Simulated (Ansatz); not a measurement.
**MgTi: how the settings move a single-point run**

Question: which choices in the input matter for MgTi?

Program: Ansatz 0.2.0. Level of theory: reference: DFT, LDA, PAW with Ansatz's default frozen-core files, scalar-relativistic. These are calculated values, not measurements.

### 1 The starting structure

It takes space group P-6m2 (No. 187, hexagonal). The conventional cell has a = 2.894 Å, b = 2.894 Å, c = 5.259 Å, α = 90.00°, β = 90.00°, γ = 120.00°. Around Mg (site symmetry -6m2) lie 6 Mg at 2.89 Å and 6 Ti at 3.12 Å. Ti (site symmetry -6m2) is surrounded by 6 Ti at 2.89 Å and 6 Mg at 3.12 Å.

Coordinates:

```cif
data_structure
_symmetry_space_group_name_H-M 'P 1'
_symmetry_Int_Tables_number 1
_cell_length_a 2.8943
_cell_length_b 2.8943
_cell_length_c 5.2589
_cell_angle_alpha 90.000
_cell_angle_beta 90.000
_cell_angle_gamma 120.000
_cell_volume 38.15
loop_
_atom_site_label
_atom_site_type_symbol
_atom_site_fract_x
_atom_site_fract_y
_atom_site_fract_z
_atom_site_occupancy
Mg1 Mg 0.00000 0.00000 0.00000 1
Ti1 Ti 0.66667 0.33333 0.50000 1
```

### 2 The reference run

Input file input.yaml:

```yaml
crystal:
  lattice:
    - [2.8943431265, 0.0, 0.0]
    - [-1.4471715632, 2.5065746748, 0.0]
    - [0.0, 0.0, 5.258921]
  atoms:
    - { symbol: Mg, position: [0.0, 0.0, 0.0] }
    - { symbol: Ti, position: [0.6666666667, 0.3333333333, 0.5] }
magnetization:
  spin_polarized: true
  initial_magnetization: 0.0
  spin_locking: { lock_magnetization: hard }
kpoints:
  mp_grid: { grid: [13, 13, 6] }
scf:
  occupations: { method: fermi_dirac, width: 0.03 }
  lower_state_search: "off"
hamiltonian:
  xc: lda
  pseudopotentials: { kind: paw }
output:
  forces: true
  stress: true
  eigenvalues: true
  write_density: true
  write_potential: true
  elf: true
  volumetric_format: npy
```

Started as:

```
$ ansatz run input.yaml --threads 1 --pin off --max-ram 3072MiB --backend cpu --events-out ev --progress --plain --runs-dir out
```

### 3 Changing settings: hubbard.sites [{species: Ti, l: d, u_eff: 1.0}], hubbard.double_counting fll

Edit input.yaml of step 2 so:

```diff
@@ -20,2 +20,3 @@
   pseudopotentials: { kind: paw }
+  hubbard: { sites: [{ species: Ti, l: d, u_eff: 1.0 }], double_counting: fll }
 output:
@@ -24,5 +25 @@
   eigenvalues: true
-  write_density: true
-  write_potential: true
-  elf: true
-  volumetric_format: npy
```

Q: Predict the outcome of this session. Wanted: for each run, ending; energy change; pressure; gap; force.

As calculated:

```tsv
run	ending	energy change	pressure (GPa)	gap (eV)	force (eV/Å)	cycles	time
reference	converged	0	-4.8	0.00	0.00	8	7.7 s
1: hubbard.sites [{species: Ti, l: d, u_eff: 1.0}], hubbard.double_counting fll	converged	+539.4 meV/atom (U changed: no physical gain or loss)	-4.1	0.00	0.00	8	7.8 s
```

Times don't compare one to one where runs were asked for different outputs or read a saved state (see the inputs); cycles may leave out searches for a lower state.

Residual by cycle in the longest SCF loop of each run; runs are numbered as in the table. The quantity is the density residual dr2, in eV.

```tsv
cycle	reference	run 1
1	1.06	0.951
2	0.65	0.589
3	1.63	2.16
4	0.00449	0.005
5	7.2e-4	0.00229
6	5.1e-6	9.2e-5
7	2.6e-7	1.2e-6
8	2.1e-8	3.7e-8
```

Changing the Hubbard U moves the energy by +539.4 meV/atom, and the pressure goes from -4.8 to -4.1 GPa. The U term adds an energy of its own, so the shift says nothing about which run is better. A changed U is a change of model: its shifts are not errors of convergence.
